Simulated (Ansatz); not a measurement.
# Cs2WBr6: the cost of one run

Program: Ansatz 0.2.0. Level of theory: DFT PBEsol+U (U_eff = 1 eV on W d), plane waves, PAW, no spin–orbit coupling unless a run says so. These are calculated values, not measurements.

**1. Starting point**

It takes space group Fm-3m (No. 225, cubic). The conventional cell has a = 10.733 Å, b = 10.733 Å, c = 10.733 Å, α = 90.00°, β = 90.00°, γ = 90.00°. Cs (site symmetry -43m) has 12 Br at 3.80 Å as nearest neighbours. W (site symmetry m-3m) has 6 Br at 2.63 Å as nearest neighbours. Around Br (site symmetry 4mm) lie 1 W at 2.63 Å and 4 Cs at 3.80 Å.

Coordinates:

```xyz
9
Lattice="0.0000 5.3665 5.3665 5.3665 0.0000 5.3665 5.3665 5.3665 0.0000" Properties=species:S:1:pos:R:3 pbc="T T T"
Cs    2.6833    2.6833    2.6833
Cs    8.0498    8.0498    8.0498
W     0.0000    0.0000    0.0000
Br    2.6296    5.3665    5.3665
Br    8.1034    5.3665    5.3665
Br    5.3665    2.6296    5.3665
Br    5.3665    8.1034    5.3665
Br    5.3665    5.3665    2.6296
Br    5.3665    5.3665    8.1034
```

An earlier series on this cell reached its lowest free state from «ferromagnetic start, free, default search», perhaps among other starts.

**2. Site moments held (series factor 0.8; the input gives the size)**

File input.yaml:

```yaml
crystal:
  lattice:
    - [0.0, 5.36650043, 5.36650043]
    - [5.36650043, 0.0, 5.36650043]
    - [5.36650043, 5.36650043, 0.0]
  atoms:
    - { symbol: Cs, position: [0.25, 0.25, 0.25] }
    - { symbol: Cs, position: [0.75, 0.75, 0.75] }
    - { symbol: W, position: [0.0, 0.0, 0.0], spin: 1.16 }
    - { symbol: Br, position: [0.755, 0.245, 0.245] }
    - { symbol: Br, position: [0.245, 0.755, 0.755] }
    - { symbol: Br, position: [0.245, 0.755, 0.245] }
    - { symbol: Br, position: [0.755, 0.245, 0.755] }
    - { symbol: Br, position: [0.245, 0.245, 0.755] }
    - { symbol: Br, position: [0.755, 0.755, 0.245] }
basis:
  ecutwfc: 420
  ecutrho_ratio: 4
kpoints:
  mp_grid: { grid: [3, 3, 3] }
hamiltonian:
  xc: pbesol
  hubbard:
    sites:
      - { site: 2, l: d, u_eff: 1.0, starting_ns: [{ spin: up, occupation_matrix: s2up }, { spin: down, occupation_matrix: s2down }] }
    occupation_matrices:
      s2up:
        matrix:
          - [0.02, 0.0, 0.0, 0.0, 0.0]
          - [0.0, 0.02, 0.0, 0.0, 0.0]
          - [0.0, 0.0, 0.97, 0.0, 0.0]
          - [0.0, 0.0, 0.0, 0.02, 0.0]
          - [0.0, 0.0, 0.0, 0.0, 0.97]
      s2down:
        matrix:
          - [0.02, 0.0, 0.0, 0.0, 0.0]
          - [0.0, 0.02, 0.0, 0.0, 0.0]
          - [0.0, 0.0, 0.02, 0.0, 0.0]
          - [0.0, 0.0, 0.0, 0.02, 0.0]
          - [0.0, 0.0, 0.0, 0.0, 0.02]
    ns_hold: { iters: 8 }
scf:
  occupations: { method: gaussian, width: 0.05 }
  lower_state_search: "off"
  max_iter: 150
output:
  forces: true
  stress: true
  eigenvalues: true
  populations: true
  hubbard: { sites: [{ site: 2, l: d }] }
magnetization:
  spin_polarized: true
  spin_locking: { lock_spins: true }
```

The typed matrices put 0.97 on the chosen orbitals and 0.02 on the others, and are held for 8 cycles. The lock stays on to the end, so the result is a constrained state.

Started as:

```bash
$ ansatz run input.yaml --threads 4 --pin off --max-ram 6144MiB --backend cpu --events-out ev --progress --plain --runs-dir out
```

What time and memory should one allow on 4 threads of Arm Neoverse N1, shared host?

About 36 s, with a peak of 0.9 GiB.
